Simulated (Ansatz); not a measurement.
# CH2BF3O: the cost of one run

Method: the settings change from run to run; program: Ansatz 0.2.0, Gaussian basis.

## Step 1: The geometry

The structure was relaxed beforehand with PBE0-D4 in a triple-zeta def2 set.

8 atoms, charge 0, spin multiplicity 1.

Atoms are counted from 1 here; the program's logs count them from 0.

Bond lengths: O1–C2 1.380 Å, O1–H7 0.962 Å, C2–F3 1.386 Å, C2–B4 1.595 Å, C2–H8 1.100 Å, B4–F5 1.314 Å, B4–F6 1.309 Å. Angles: C2–O1–H7 109.7°, O1–C2–F3 110.6°, O1–C2–B4 107.3°, O1–C2–H8 111.6°, F3–C2–B4 110.4°, F3–C2–H8 105.5°, B4–C2–H8 111.5°, C2–B4–F5 119.4°, C2–B4–F6 122.0°, F5–B4–F6 118.6°.

## Step 2: PBE-QIDH/ANO-RCC-VTZP

Options: high accuracy.

The input, in.yaml:

```yaml
crystal:
  periodic: [false, false, false]
  atoms:
    - {symbol: O, position_ang: [-0.197280, -1.323941, 0.466184]}
    - {symbol: C, position_ang: [0.446514, -0.164055, 0.086425]}
    - {symbol: F, position_ang: [1.166678, 0.362828, 1.146667]}
    - {symbol: B, position_ang: [-0.673508, 0.866042, -0.392153]}
    - {symbol: F, position_ang: [-1.258007, 0.689134, -1.556032]}
    - {symbol: F, position_ang: [-1.022952, 1.898274, 0.332973]}
    - {symbol: H, position_ang: [0.445402, -2.033054, 0.566411]}
    - {symbol: H, position_ang: [1.185355, -0.352227, -0.706173]}
basis:
  gaussian: {orbitals: ANO-RCC-VTZP}
hamiltonian: {xc: {name: PBE-QIDH}}
accuracy: high
output: {forces: true}
```

The run is started by

```console
$ ansatz run in.yaml --threads 4 --pin off --events-out ev --progress --plain --max-ram 10444MiB
```

What time and memory should one allow on 4 threads of Arm Neoverse V1, shared host?

About 2.8 min, with a peak of 1.7 GiB.
